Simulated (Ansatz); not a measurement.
# H6InNOSi: the cost of one run

Method: RKS B3LYP/def2-SVP, in Ansatz 0.2.0.

### Step 1. The starting structure

Bond lengths: N1–Si2 1.722 Å, Si2–In3 2.494 Å, N1–H5 1.066 Å, N1–H6 1.093 Å, Si2–H7 1.485 Å, Si2–H8 1.442 Å, In3–H9 0.482 Å, O4–H10 0.986 Å. Angles: N1–Si2–In3 109.7°, N1–Si2–H7 110.3°, N1–Si2–H8 110.6°, In3–Si2–H7 109.1°, In3–Si2–H8 108.3°, H7–Si2–H8 108.9°, Si2–N1–H5 110.4°, Si2–N1–H6 109.6°, H5–N1–H6 103.9°, Si2–In3–H9 39.0°.

Coordinates:

```xyz
10

N    -1.5760   -0.2214   -0.2987
Si   -0.0999   -0.9806    0.1599
In    1.0293    0.3739    1.9237
O     1.5413    1.8162   -0.0882
H    -2.0347   -0.7531   -1.1006
H    -1.3650    0.7631   -0.7242
H     0.8026   -1.1005   -1.0129
H    -0.3506   -2.2974    0.6920
H     0.9423    0.3744    1.4494
H     1.1938    1.9742   -0.9974
```

### Step 2. End point A

input.yaml

```yaml
crystal:
  periodic: [false, false, false]
  atoms:
    - { symbol: "N", position_ang: [-1.576, -0.2214, -0.2987] }
    - { symbol: Si, position_ang: [-0.0999, -0.9806, 0.1599] }
    - { symbol: In, position_ang: [1.0293, 0.3739, 1.9237] }
    - { symbol: O, position_ang: [1.5413, 1.8162, -0.0882] }
    - { symbol: H, position_ang: [-2.0347, -0.7531, -1.1006] }
    - { symbol: H, position_ang: [-1.365, 0.7631, -0.7242] }
    - { symbol: H, position_ang: [0.8026, -1.1005, -1.0129] }
    - { symbol: H, position_ang: [-0.3506, -2.2974, 0.692] }
    - { symbol: H, position_ang: [0.9423, 0.3744, 1.4494] }
    - { symbol: H, position_ang: [1.1938, 1.9742, -0.9974] }
basis:
  gaussian: { orbitals: def2-SVP }
hamiltonian:
  xc: b3lyp
relax:
  f_tol: 0.02
  max_steps: 50
output:
  orbitals: {}
```

The run is started by

```bash
> ansatz run input.yaml --threads 2 --pin off --max-ram 3072MiB --backend cpu --events-out ev --progress --plain --runs-dir out
```

**Question.** How long does this run take on 2 threads of Intel Xeon 6975P-C (Granite Rapids), shared host, and how much memory does it need?

About 56 s, with a peak of 0.25 GiB.
